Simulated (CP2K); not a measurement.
**CHClGaNO (SMILES O=C=[N][GaH][Cl]): a first try and a second**

Aim: energy and forces of CHClGaNO at PM6.

The results are computed with CP2K 2026.2.

2 further runs of the same task are left out: 1 that didn't finish, 1 set aside as unsound or not needed.

## Step 1: The molecule

CHClGaNO has 6 atoms, charge 0, and is taken as a singlet. SMILES: `O=C=[N][GaH][Cl]`. Geometry: relaxed at PBE0-D4/def2-TZVP. This is one conformer, not always the lowest.

Bond lengths: O1–C2 1.163 Å, C2–N3 1.203 Å, N3–Ga4 1.824 Å, Ga4–Cl5 2.132 Å, Ga4–H6 1.540 Å. Angles: O1–C2–N3 176.4°, C2–N3–Ga4 142.4°, N3–Ga4–Cl5 115.2°, N3–Ga4–H6 121.8°, Cl5–Ga4–H6 123.0°.

## Step 2: The input as first written

The input, molecule.xyz:

```xyz
6

O     -0.700200    -2.626600    -0.696700
C     -0.691800    -1.486000    -0.467600
N     -0.004900     2.534400     0.412700
Ga     0.248500     1.124400     0.275700
Cl     2.297400     0.694600     0.677800
H     -0.354900     2.534400     0.412700
```

The input, molecule.inp:

```
&GLOBAL
   PROJECT molecule
   RUN_TYPE ENERGY_FORCE
   PRINT_LEVEL MEDIUM
&END GLOBAL

&FORCE_EVAL
   METHOD QS
   &DFT
      &QS
         METHOD PM6
         EPS_DEFAULT 1.0E-10
         &SE
            &COULOMB
               CUTOFF [angstrom] 50
               RC_RANGE [angstrom] 0
            &END COULOMB
            &EXCHANGE
               CUTOFF [angstrom] 50
               RC_RANGE [angstrom] 0
            &END EXCHANGE
         &END SE
      &END QS
      &POISSON
         PERIODIC NONE
         POISSON_SOLVER ANALYTIC
      &END POISSON
      &SCF
         SCF_GUESS ATOMIC
         EPS_SCF 1.0E-07
         MAX_SCF 27
         &OT
            MINIMIZER DIIS
            PRECONDITIONER FULL_ALL
         &END OT
         &OUTER_SCF
            EPS_SCF 1.0E-07
            MAX_SCF 2
         &END OUTER_SCF
      &END SCF
      &PRINT
         &MOMENTS
            PERIODIC F
            REFERENCE COM
            MAX_MOMENT 1
         &END MOMENTS
         &MO_CUBES
            NLUMO 1
            NHOMO -1
            WRITE_CUBE F
         &END MO_CUBES
         &HIRSHFELD OFF
         &END HIRSHFELD
      &END PRINT
   &END DFT
   &SUBSYS
      &CELL
         ABC 15 17.2 13.4
         PERIODIC NONE
      &END CELL
      &TOPOLOGY
         COORD_FILE_NAME molecule.xyz
         COORD_FILE_FORMAT XYZ
         &CENTER_COORDINATES
         &END CENTER_COORDINATES
      &END TOPOLOGY
   &END SUBSYS
   &PRINT
      &FORCES ON
      &END FORCES
   &END PRINT
&END FORCE_EVAL
```

Run with:

```bash
$ OMP_NUM_THREADS=1 cp2k.psmp -i molecule.inp -o molecule.out
```

Output:

```text
CP2K| version string:                                       CP2K version 2026.2
[...]
 GLOBAL| Method name                                                        CP2K
[...]
 GLOBAL| Run type                                                   ENERGY_FORCE
[...]
                             - Atoms:                                          6
[...]
                             - Spherical basis functions:                     26
[...]
 *** WARNING in particle_methods.F:720 :: The distance between the atoms 3 ***
 *** and 6 is only 0.350 angstrom and thus smaller than the threshold of   ***
 *** 0.500 angstrom                                                        ***
[...]
 Number of electrons:                                                         26
[...]
     1 OT DIIS     0.15E+00    0.0     0.38040248        11.5366562950  1.15E+01
[...]
     9 OT DIIS     0.15E+00    0.0     0.00000004         7.2428669307 -1.56E-12
  *** SCF run converged in     9 steps ***
  Core-core repulsion energy [eV]:                           2388.85262543522731
  Core Hamiltonian energy [eV]:                             -1481.17997688859418
  Two-electron integral energy [eV]:                        -1421.16843254802643
  Electronic energy [eV]:                                   -2191.76419316260763
  Total energy [eV]:                                          197.08843227262000
  Atomic reference energy [eV]:                               919.86904541184788
  Heat of formation [kcal/mol]:                             25757.65338111400706
[...]
 SE_DIPOLE| Moment [Debye]          2.77502811       0.09612502       0.45849303
 SE_DIPOLE| Derivative [a.u.]       0.00000000       0.00000000       0.00000000
 *** WARNING in qs_scf_post_se.F:140 :: Printing of MO cube files not ***
 *** implemented for Semi-Empirical method.                           ***
 ENERGY| Total FORCE_EVAL ( QS ) energy [hartree]              7.242866930677284
 FORCES| Atomic forces [hartree/bohr]
 FORCES|   Atom     x               y               z               |f|
 FORCES|      1 -7.42273480E-04  5.23697426E-02  1.01600822E-02   5.33513653E-02
 FORCES|      2  5.19446494E-03 -4.19590387E-02 -6.93134580E-03   4.28437504E-02
 FORCES|      3  7.36728975E+02  1.38760856E-01  1.51243061E-02   7.36728989E+02
 FORCES|      4  1.51115173E-01 -3.70010545E-01 -2.93847410E-02   4.00758109E-01
 FORCES|      5 -6.23901803E-04 -1.89767841E-02 -4.14999521E-03   1.94352785E-02
 FORCES|      6 -7.36883919E+02  2.39815769E-01  1.51816938E-02   7.36883958E+02
 FORCES| Sum     0.00000000E+00  4.99600361E-16  1.17961196E-16
 FORCES| Total atomic force                                       5.13337476E-16
[...]
```

Run time: 1.1 s. Hardware: 1 thread of Intel Xeon 6975P-C (Granite Rapids), shared host; peak memory 0.19 GiB.

## Step 3: Reading the log

It ran to the end. The result can't be trusted all the same.

Cause: two atoms lie on top of or far too near each other. As the program read them, the closest atoms are 0.35 Å apart, against 1.16 Å in the sound input.

## Step 4: Try two

Edit molecule.xyz of step 2 so:

```diff
@@ -4,3 +4,3 @@
 C     -0.691800    -1.486000    -0.467600
-N     -0.004900     2.534400     0.412700
+N     -0.756800    -0.304700    -0.247900
 Ga     0.248500     1.124400     0.275700
```

The input, qs.inp:

```
&GLOBAL
   PROJECT_NAME qs
   RUN_TYPE ENERGY_FORCE
   PRINT_LEVEL MEDIUM
&END GLOBAL

&FORCE_EVAL
   METHOD QS
   &DFT
      ! Quickstep
      &QS
         METHOD PM6
         EPS_DEFAULT 1.0E-10
         &SE
            &COULOMB
               CUTOFF [angstrom] 50
               RC_RANGE [angstrom] 0
            &END COULOMB
            &EXCHANGE
               CUTOFF [angstrom] 50
               RC_RANGE [angstrom] 0
            &END EXCHANGE
         &END SE
      &END QS
      ! isolated system
      &POISSON
         PERIODIC NONE
         POISSON_SOLVER ANALYTIC
      &END POISSON
      ! SCF settings
      &SCF
         SCF_GUESS ATOMIC
         EPS_SCF 1.0E-07
         MAX_SCF 40
         &OT
            MINIMIZER DIIS
            PRECONDITIONER FULL_ALL
         &END OT
         &OUTER_SCF
            EPS_SCF 1.0E-07
            MAX_SCF 10
         &END OUTER_SCF
      &END SCF
      ! extra output
      &PRINT
         &MOMENTS
            PERIODIC F
            REFERENCE COM
            MAX_MOMENT 1
         &END MOMENTS
         &MO_CUBES
            NLUMO 1
            NHOMO -1
            WRITE_CUBE F
         &END MO_CUBES
         &HIRSHFELD OFF
         &END HIRSHFELD
      &END PRINT
   &END DFT
   ! structure
   &SUBSYS
      &CELL
         ABC 15.1 17.2 13.4
         PERIODIC NONE
      &END CELL
      &TOPOLOGY
         COORD_FILE_NAME molecule.xyz
         COORD_FILE_FORMAT XYZ
         &CENTER_COORDINATES
         &END CENTER_COORDINATES
      &END TOPOLOGY
   &END SUBSYS
   &PRINT
      &FORCES ON
      &END FORCES
   &END PRINT
&END FORCE_EVAL
```

Run with:

```bash
$ OMP_NUM_THREADS=1 cp2k.psmp -i qs.inp > qs.out 2>&1
```

Output:

```text
CP2K| version string:                                       CP2K version 2026.2
[...]
 GLOBAL| Method name                                                        CP2K
[...]
 GLOBAL| Run type                                                   ENERGY_FORCE
[...]
                             - Atoms:                                          6
[...]
                             - Spherical basis functions:                     26
[...]
 Number of electrons:                                                         26
[...]
     1 OT DIIS     0.15E+00    0.0     0.37445321       -29.2184666163 -2.92E+01
[...]
     7 OT DIIS     0.15E+00    0.0     0.00000004       -33.8976404967 -1.73E-12
  *** SCF run converged in     7 steps ***
  Core-core repulsion energy [eV]:                           1389.59863345349845
  Core Hamiltonian energy [eV]:                             -1489.64466756208435
  Two-electron integral energy [eV]:                        -1644.71134655622950
  Electronic energy [eV]:                                   -2312.00034084019899
  Total energy [eV]:                                         -922.40170738670065
  Atomic reference energy [eV]:                               919.86904541184788
  Heat of formation [kcal/mol]:                               -58.40457724050732
[...]
 SE_DIPOLE| Moment [Debye]          0.37669809      -2.61463979      -0.43064299
 SE_DIPOLE| Derivative [a.u.]       0.00000000       0.00000000       0.00000000
 *** WARNING in qs_scf_post_se.F:140 :: Printing of MO cube files not ***
 *** implemented for Semi-Empirical method.                           ***
 ENERGY| Total FORCE_EVAL ( QS ) energy [hartree]            -33.897640496679969
 FORCES| Atomic forces [hartree/bohr]
 FORCES|   Atom     x               y               z               |f|
 FORCES|      1 -6.92455909E-03 -2.56288897E-02 -6.74824908E-03   2.73921224E-02
 FORCES|      2  1.56807540E-02 -1.81170807E-02  1.21641113E-04   2.39609987E-02
 FORCES|      3 -3.27528641E-03  4.71639862E-02  8.61015047E-03   4.80552161E-02
 FORCES|      4 -9.12284765E-03  2.22208802E-02  2.25285752E-03   2.41261110E-02
 FORCES|      5 -4.36232902E-03 -2.45957913E-03 -1.52802876E-03   5.23586821E-03
 FORCES|      6  8.00426813E-03 -2.31793169E-02 -2.70837126E-03   2.46715285E-02
 FORCES| Sum    -3.05311332E-16 -2.77555756E-16  8.32667268E-17
 FORCES| Total atomic force                                       4.20934146E-16
[...]
```

Run time: 1.3 s. Hardware: 1 thread of Intel Xeon 6975P-C (Granite Rapids), shared host; peak memory 0.19 GiB.

## Step 5: Results

Level: PM6.

```
                                 quantity           value
                             total energy    -33.89764 Eh
                            dipole moment          2.68 D
heat of formation at this unrelaxed shape  -58.4 kcal/mol
                 largest force on an atom      2.471 eV/Å
```

In words: The first attempt's energy was +1119.490 eV off this one. The largest force is 2.47 eV/Å: the shape isn't a stationary point for this species at this level.
